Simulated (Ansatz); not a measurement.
# Al4AsN3: the cost of one run

Code: Ansatz 0.2.0. PAW datasets, plane waves, zero pressure. No spin polarisation. The prototype was imposed, so other structures may be more stable.

## 1. The cell

This is the cell as the run starts from it, not yet at rest; its lengths are not the crystal's.

It is trigonal, P3m1 (No. 156); conventional cell a = 3.153 Å, c = 10.297 Å, 11.08 Å³ an atom. Around N lie 4 Al at 1.93 Å; around As lie 4 Al at 1.93 Å; around Al lie 4 N at 1.93 Å.

Coordinates:

```cif
data_structure
_symmetry_space_group_name_H-M 'P3m1'
_symmetry_Int_Tables_number 156
_cell_length_a 3.1527
_cell_length_b 3.1527
_cell_length_c 10.2968
_cell_angle_alpha 90.000
_cell_angle_beta 90.000
_cell_angle_gamma 120.000
_cell_volume 88.64
loop_
_atom_site_label
_atom_site_type_symbol
_atom_site_symmetry_multiplicity
_atom_site_Wyckoff_symbol
_atom_site_fract_x
_atom_site_fract_y
_atom_site_fract_z
_atom_site_occupancy
N1 N 1 c 0.66667 0.33333 0.00000 1
N2 N 1 c 0.66667 0.33333 0.50000 1
N3 N 1 b 0.33333 0.66667 0.75000 1
As1 As 1 b 0.33333 0.66667 0.25000 1
Al1 Al 1 c 0.66667 0.33333 0.81250 1
Al2 Al 1 c 0.66667 0.33333 0.31250 1
Al3 Al 1 b 0.33333 0.66667 0.56250 1
Al4 Al 1 b 0.33333 0.66667 0.06250 1
```

## 2. Relaxing with PBE

Input file input.yaml:

```yaml
crystal:
  lattice:
    - [3.1527382479, 0.0, 0.0]
    - [-1.576369124, 2.7303514142, 0.0]
    - [0.0, 0.0, 10.2968431178]
  atoms:
    - { symbol: "N", position: [0.6666666667, 0.3333333333, 0.0] }
    - { symbol: "N", position: [0.6666666667, 0.3333333333, 0.5] }
    - { symbol: "N", position: [0.3333333333, 0.6666666667, 0.75] }
    - { symbol: As, position: [0.3333333333, 0.6666666667, 0.25] }
    - { symbol: Al, position: [0.6666666667, 0.3333333333, 0.8125] }
    - { symbol: Al, position: [0.6666666667, 0.3333333333, 0.3125] }
    - { symbol: Al, position: [0.3333333333, 0.6666666667, 0.5625] }
    - { symbol: Al, position: [0.3333333333, 0.6666666667, 0.0625] }
kpoints:
  mp_grid: { grid: [12, 12, 2] }
hamiltonian:
  xc: pbe
scf:
  occupations: { method: fermi_dirac, width: 0.02 }
relax:
  f_tol: 0.005
  cell: {}
```

On the command line:

```console
ansatz run input.yaml --threads 4 --pin off --max-ram 6451MiB --backend cpu --events-out ev --progress --plain --runs-dir out
```

**Question.** How long does this run take on 4 threads of Intel Xeon 6975P-C (Granite Rapids), shared host, and how much memory does it need?

About 23 s, with a peak of 0.49 GiB.
